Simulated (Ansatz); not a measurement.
Set up this calculation in Ansatz 0.2.0, as the native input.

```yaml
Task: band structure
Functional: PBEsol
Potentials_or_basis: Ansatz PAW
Cutoff: "420 eV (not typed: the program's choice for these potentials)"
k_mesh: 8 × 8 × 8
Occupations: fermi-dirac, width 0.05 eV
Spin: no spin polarisation
Hubbard_terms: Pt d U = 2 eV
Path: "[[\"G\", \"L\", \"B1\"], [\"B\", \"Z\", \"G\", \"X\"], [\"Q\", \"F\", \"P1\", \"Z\"], [\"L\", \"P\"]]"
Points_for_each_segment_of_the_path: 10
Hubbard_projectors: ortho-atomic (the default)
Double_counting: fll (the default)
```

Te4Pt3:

```
Pt Te
1.0
     1.99400    1.15124   11.79667
    -1.99400    1.15124   11.79667
     0.00000   -2.30247   11.79667
Pt Te
3 4
Direct
  0.85400 0.85400 0.85400
  0.14600 0.14600 0.14600
  0.00000 0.00000 0.00000
  0.70500 0.70500 0.70500
  0.29500 0.29500 0.29500
  0.55700 0.55700 0.55700
  0.44300 0.44300 0.44300
```

One way to write it, as run:

input.yaml

```yaml
crystal:
  lattice:
    - [1.994, 1.1512364368, 11.7966666667]
    - [-1.994, 1.1512364368, 11.7966666667]
    - [0.0, -2.3024728735, 11.7966666667]
  atoms:
    - { symbol: Pt, position: [0.854, 0.854, 0.854] }
    - { symbol: Pt, position: [0.146, 0.146, 0.146] }
    - { symbol: Pt, position: [0.0, 0.0, 0.0] }
    - { symbol: Te, position: [0.705, 0.705, 0.705] }
    - { symbol: Te, position: [0.295, 0.295, 0.295] }
    - { symbol: Te, position: [0.557, 0.557, 0.557] }
    - { symbol: Te, position: [0.443, 0.443, 0.443] }
hamiltonian:
  xc: pbesol
  pseudopotentials: { kind: paw }
  hubbard: { sites: [{ species: Pt, l: d, u_eff: 2.0 }] }
kpoints:
  mp_grid: { grid: [8, 8, 8] }
  band_path:
    path:
      - [[0.0, 0.0, 0.0], [0.5, 0.0, 0.0], [0.5, 0.1730158692, -0.1730158692]]
      - [[0.8269841308, 0.5, 0.1730158692], [0.5, 0.5, 0.5], [0.0, 0.0, 0.0], [0.3365079346, 0.0, -0.3365079346]]
      - [[0.6634920654, 0.3365079346, 0.0], [0.5, 0.5, 0.0], [0.6634920654, 0.6634920654, 0.1730158692], [0.5, 0.5, 0.5]]
      - [[0.5, 0.0, 0.0], [0.8269841308, 0.3365079346, 0.3365079346]]
    npoints: 10
scf:
  occupations: { method: fermi_dirac, width: 0.05 }
  n_extra_bands: 17
output:
  forces: true
  stress: true
  eigenvalues: true
  fatbands: false
```

Potentials or basis: Ansatz PAW.

Launch:

```sh
$ ansatz run input.yaml --threads 4 --pin off --max-ram 11264MiB --backend cpu --events-out ev --progress --plain --runs-dir out
```

It gave:

| Item | Value |
| --- | --- |
| Pressure | -1.2 GPa |
| Largest force | 0.600 eV/Å |
| Band gap on the k mesh | none (metal or under the smearing width) |

Caveat: spin-orbit coupling is left out, which moves the levels of the heavy elements; U without spin polarisation on a metal has little footing; the PAW data sets come from PBE, with cores solved anew for the run's functional, which leaves a small shift of forces and pressure; the U is typed as a test and isn't derived for this compound.

Wall time 28 s on 4 threads of Arm Neoverse V1, with other jobs on the host, peak memory 1.4 GiB.
